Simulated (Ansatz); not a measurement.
**CH7ClOSi2: up Jacob's ladder to CCSD(T)**

The task here is to estimate one member of a computed series from the others.

Method: functionals in def2-TZVPP, the program's frozen cores in correlated methods; program: Ansatz 0.2.0, Gaussian basis.

The runs, in order: LDA (SPW92), PBE-D4, revPBE-D4, BLYP-D4, r2SCAN-D4, B97M-V, PBE0-D4, B3LYP-D4, r2SCANh-D4, r2SCAN0-D4, HSE06-D4, BHLYP-D4, CAM-B3LYP-D4, LC-ωPBE, ωB97X-V, ωB97M-V, B2PLYP, PBE-QIDH; CCSD(T)/def2-SVP; CCSD(T)/def2-TZVPP; MP2/def2-QZVPP; extrapolation to the limit; RPA on PBE.

## The geometry

An earlier PBE0-D4 in a triple-zeta def2 set relaxation fixed the geometry.

SMILES `CO[SiH2][SiH2]Cl`, 12 atoms, charge 0, spin multiplicity 1.

Atoms are counted from 1 here; the program's logs count them from 0.

Bond lengths: C1–O2 1.411 Å, C1–H6 1.096 Å, C1–H7 1.096 Å, C1–H8 1.091 Å, O2–Si3 1.645 Å, Si3–Si4 2.339 Å, Si3–H9 1.492 Å, Si3–H10 1.492 Å, Si4–Cl5 2.068 Å, Si4–H11 1.484 Å, Si4–H12 1.484 Å. Angles: O2–C1–H6 111.3°, O2–C1–H7 111.3°, O2–C1–H8 108.3°, H6–C1–H7 108.6°, H6–C1–H8 108.6°, H7–C1–H8 108.6°, C1–O2–Si3 122.8°, O2–Si3–Si4 106.7°, O2–Si3–H9 111.1°, O2–Si3–H10 111.1°, Si4–Si3–H9 110.3°, Si4–Si3–H10 110.3°, H9–Si3–H10 107.3°, Si3–Si4–Cl5 106.4°, Si3–Si4–H11 112.7°, Si3–Si4–H12 112.7°, Cl5–Si4–H11 107.8°, Cl5–Si4–H12 107.8° and more.

Set-up of the first run:

in.yaml

```yaml
crystal:
  periodic: [false, false, false]
  atoms:
    - {symbol: C, position_ang: [1.054747, 1.939114, -0.770972]}
    - {symbol: O, position_ang: [0.071442, 0.960047, -0.517504]}
    - {symbol: Si, position_ang: [0.378243, -0.408161, 0.343496]}
    - {symbol: Si, position_ang: [-1.621214, -1.619179, 0.416491]}
    - {symbol: Cl, position_ang: [-1.224248, -3.339928, 1.491804]}
    - {symbol: H, position_ang: [1.893746, 1.523547, -1.340686]}
    - {symbol: H, position_ang: [1.441611, 2.366602, 0.161117]}
    - {symbol: H, position_ang: [0.598474, 2.738300, -1.356961]}
    - {symbol: H, position_ang: [0.836941, -0.082550, 1.725660]}
    - {symbol: H, position_ang: [1.451456, -1.220109, -0.301270]}
    - {symbol: H, position_ang: [-2.709158, -0.888262, 1.113394]}
    - {symbol: H, position_ang: [-2.095139, -2.024522, -0.930570]}
basis:
  gaussian: {orbitals: def2-TZVPP}
hamiltonian: {xc: lda}
output: {orbitals: {seedname: orbitals}}
```

The run is started by

```bash
$ ansatz run in.yaml --threads 4 --pin off --events-out ev --progress --plain --max-ram 10444MiB
```

Steps of the session up to this table: LDA; PBE-D4 (GGA); revPBE-D4 (GGA); BLYP-D4 (GGA); r2SCAN-D4 (meta-GGA); B97M-V (meta-GGA); PBE0-D4 (hybrid); B3LYP-D4 (hybrid); r2SCANh-D4 (hybrid); r2SCAN0-D4 (hybrid); HSE06-D4 (hybrid); BHLYP-D4 (hybrid); CAM-B3LYP-D4 (range-separated); LC-ωPBE (range-separated); ωB97X-V (range-separated); ωB97M-V (range-separated); B2PLYP (double hybrid); PBE-QIDH (double hybrid).

One table of the session follows, with a row left open; its other results are not shown here.

It belongs to the step «Orbital energies across the functionals». 

| functional | HOMO (eV) | gap (eV) |
| --- | --- | --- |
| LDA (SPW92) | -6.92 | 4.99 |
| PBE-D4 | -6.84 | 5.17 |
| revPBE-D4 | -6.80 | 5.26 |
| BLYP-D4 | -6.71 | 5.25 |
| r2SCAN-D4 | ? | ? |
| B97M-V | -7.25 | 5.71 |
| PBE0-D4 | -8.04 | 7.25 |
| B3LYP-D4 | -7.83 | 6.89 |
| r2SCANh-D4 | -7.56 | 6.49 |
| r2SCAN0-D4 | -8.22 | 7.59 |
| HSE06-D4 | -7.64 | 6.48 |
| BHLYP-D4 | -9.14 | 9.32 |
| CAM-B3LYP-D4 | -9.33 | 9.63 |
| LC-ωPBE | -10.64 | 12.07 |
| ωB97X-V | -10.32 | 11.61 |
| ωB97M-V | -10.09 | 11.09 |

Q: Estimate the row for r2SCAN-D4 from the others.

Worked estimate for «HOMO (eV)». Against the share of exact exchange, r2SCANh-D4 (0.1, -7.56), r2SCAN0-D4 (0.25, -8.22) give a slope of -4.40 per unit share; at 0 the line stands at -7.12.

**Answer.** HOMO (eV): -7.12; gap (eV): 5.75. In «HOMO (eV)» the line misses by 0.00.
